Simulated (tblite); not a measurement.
# C2H9F2NSi3: the cost of one run

Programs: tblite 0.8.0 and PySCF 2.14.0, with density-fitted response routines of our own. Each step states its level of theory. These are calculated values for one molecule in the gas phase, unless marked as measured. Atoms count from 0, in the outputs and in this text.

**1. The molecule as given**

17 atoms, charge 0, multiplicity 1; geometry from: force field or distance geometry start.

Bonds of the start (Å): N0–C1 1.48, C1–C2 1.51, C2–F3 1.36, C2–Si4 1.95, Si4–Si5 2.27, Si5–F6 1.60, Si5–Si7 2.29, Si7–C2 1.93, N0–H8 1.02, N0–H9 1.02, C1–H10 1.09, C1–H11 1.10, Si4–H12 1.49, Si4–H13 1.50, Si5–H14 1.48, Si7–H15 1.49, Si7–H16 1.49.

**2. Optimising the geometry with GFN2-xTB**

What the job is given:

```
{"job": {"kind": "relax", "xc": "GFN2-xTB", "basis": "xTB"}, "charge": 0, "multiplicity": 1}
N      2.647300    -0.484100     0.135400
C      1.596500     0.462500    -0.305700
C      0.252900    -0.230600    -0.359600
F      0.286600    -1.304300    -1.187200
Si    -1.203900     0.971900    -0.861500
Si    -2.623000    -0.372700     0.284100
F     -3.723800     0.414000     1.129300
Si    -0.603700    -0.594300     1.333200
H      3.558900    -0.041700     0.055900
H      2.649500    -1.274400    -0.506200
H      1.878400     0.828700    -1.290700
H      1.598400     1.315700     0.385200
H     -1.025100     2.335900    -0.278200
H     -1.414700     1.036700    -2.344200
H     -3.158900    -1.553200    -0.431100
H     -0.367100     0.463800     2.360300
H     -0.355200    -1.962000     1.871000
```

Launch:

```console
> OMP_NUM_THREADS=1 python probes_run.py task.json out
```

This one command runs all jobs of the session in turn.

Q: Estimate the wall time and peak memory of this first job on 1 thread of Arm Neoverse N1, shared host.

About 1.9 s, with a peak of 0.18 GiB.
